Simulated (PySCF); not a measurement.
**C₂H₆OSSi: electronic excitations and core binding energies**

Aim: predict the electronic excitations and core binding energies of C₂H₆OSSi (`C1CS[SiH2]O1`).

The runs use PySCF 2.14.0, with density-fitted response routines of our own; the level of theory stands in each step. All values are computed, except where a source is named. Atoms count from 0, in the outputs and in this text.

## (1) The starting structure

11 atoms, charge 0, multiplicity 1; geometry from: GFN2-xTB.

Bonds of the start (Å): C0–C1 1.52, C1–S2 1.83, S2–Si3 2.15, Si3–O4 1.63, O4–C0 1.40, C0–H5 1.10, C0–H6 1.09, C1–H7 1.09, C1–H8 1.09, Si3–H9 1.45, Si3–H10 1.45.

## (2) Ultraviolet spectrum: CAM-B3LYP/def2-SVPD

Job settings and geometry (Å):

```
{"job": {"kind": "uv", "xc": "CAM-B3LYP", "basis": "def2-SVPD", "nstates": 8, "ntriplets": 3}, "charge": 0, "multiplicity": 1}
C     -0.613033     0.770926    -0.528725
C     -1.195561    -0.378237     0.280481
S      0.028453    -1.732262     0.325326
Si     1.633804    -0.308943     0.215332
O      0.726692     0.982365    -0.179075
H     -0.673241     0.544934    -1.599399
H     -1.160729     1.697162    -0.330606
H     -2.110276    -0.762646    -0.163634
H     -1.384821    -0.073409     1.309319
H      2.521464    -0.707009    -0.861446
H      2.232672    -0.030210     1.506463
```

Level: TDDFT CAM-B3LYP/def2-SVPD, vertical, gas phase, core orbitals frozen in the response.

Started as:

```sh
OMP_NUM_THREADS=1 python probes_run.py task.json out
```

One launch serves the whole session: the jobs run in the order shown.

**Question.** This job is followed by: delta-SCF UKS SCAN, pcX-2 on the ionised atom, pcseg-1 elsewhere, spin-free X2C. Predict these results of the whole session: lowest singlet (CAM-B3LYP/def2-SVPD); brightest single state of those computed; lowest triplet; C1s binding energies, SCAN/pcX-2; S1s binding energies, SCAN/pcX-2; S2p binding energies, SCAN/pcX-2; Si1s binding energies, SCAN/pcX-2; Si2p binding energies, SCAN/pcX-2; O1s binding energies, SCAN/pcX-2.

The runs gave:

| quantity | value |
| --- | --- |
| lowest singlet (CAM-B3LYP/def2-SVPD) | 5.49 eV (226 nm), f = 0.001 |
| brightest single state of those computed | state 5, 7.24 eV, f = 0.031 |
| lowest triplet | 5.07 eV |
| C1s binding energies, SCAN/pcX-2 | C0 292.62, C1 291.50 eV |
| S1s binding energies, SCAN/pcX-2 | S2 2476.52 eV |
| S2p binding energies, SCAN/pcX-2 | S2 169.16 eV |
| Si1s binding energies, SCAN/pcX-2 | Si3 1847.41 eV |
| Si2p binding energies, SCAN/pcX-2 | Si3 107.74 eV |
| O1s binding energies, SCAN/pcX-2 | O4 538.26 eV |

The lowest singlet, at 5.49 eV, is HOMO→LUMO 0.81, HOMO→LUMO+2 0.10 and is dark; of the 8 states computed, the strongest absorption comes from state 5 at 7.24 eV. The lowest triplet lies 0.42 eV below the lowest singlet (triplets in Tamm-Dancoff, singlets in full TDDFT). The C1s levels kept as sound span 1.12 eV, from C1 (sp3 CH2 bonded to S) up to C0 (sp3 CH2 bonded to O).
